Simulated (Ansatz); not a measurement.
# Ta2NbN3: the cost of one run

Computed with Ansatz 0.2.0 (DFT PBE, scalar-relativistic, plane waves, PAW, unless a step names another level, unless a step's input says otherwise).

## 1. Starting point

It takes space group P-62m (No. 189, hexagonal). The conventional cell has a = 5.228 Å, b = 5.228 Å, c = 2.919 Å, α = 90.00°, β = 90.00°, γ = 120.00°. Ta (site symmetry -6) is surrounded by 6 N at 2.17 Å. Around Nb (site symmetry -62m) lie 3 N at 2.06 Å. N (site symmetry m2m) is surrounded by 1 Nb at 2.06 Å and 4 Ta at 2.17 Å.

As a file:

```
CELL_PARAMETERS angstrom
5.22802 0.00000 0.00000
-2.61401 4.52759 0.00000
0.00000 0.00000 2.91874
ATOMIC_POSITIONS crystal
Ta 0.33333 0.66667 0.50000
Ta 0.66667 0.33333 0.50000
Nb 0.00000 0.00000 0.00000
N 0.39464 0.00000 0.00000
N 0.00000 0.39464 0.00000
N 0.60536 0.60536 0.00000
```

It came out lowest among 23 distinct ends of the trial cells. At a tolerance of 0.05 Å it has space group P-62m (No. 189).

## 2. Tight relaxation for the response runs, on the response runs' mesh and smearing

input.yaml

```yaml
crystal:
  lattice:
    - [5.2280154039, 0.0, 0.0]
    - [-2.614007702, 4.5275941511, 0.0]
    - [0.0, 0.0, 2.9187374185]
  atoms:
    - { symbol: Ta, position: [0.3333333333, 0.6666666667, 0.5] }
    - { symbol: Ta, position: [0.6666666667, 0.3333333333, 0.5] }
    - { symbol: Nb, position: [0.0, 0.0, 0.0] }
    - { symbol: "N", position: [0.3946437177, 0.0, 0.0] }
    - { symbol: "N", position: [0.0, 0.3946437177, 0.0] }
    - { symbol: "N", position: [0.6053562823, 0.6053562823, 0.0] }
basis:
  ecutwfc: 420
kpoints:
  mp_grid: { grid: [6, 6, 12] }
hamiltonian:
  xc: pbe
scf:
  occupations: { method: gaussian, width: 0.1 }
output:
  forces: true
  stress: true
  eigenvalues: true
relax:
  adjacent_minimum: "off"
  f_tol: 0.001
  max_steps: 60
  cell: { stress_tol: 0.01 }
```

The run is started by

```bash
$ ansatz run input.yaml --threads 3 --pin off --max-ram 7680MiB --backend cpu --events-out ev --progress --plain --runs-dir out
```

Q: Estimate wall time and peak memory on 3 threads of Intel Xeon Platinum 8488C (Sapphire Rapids), shared host.

About 18 s, with a peak of 0.46 GiB.
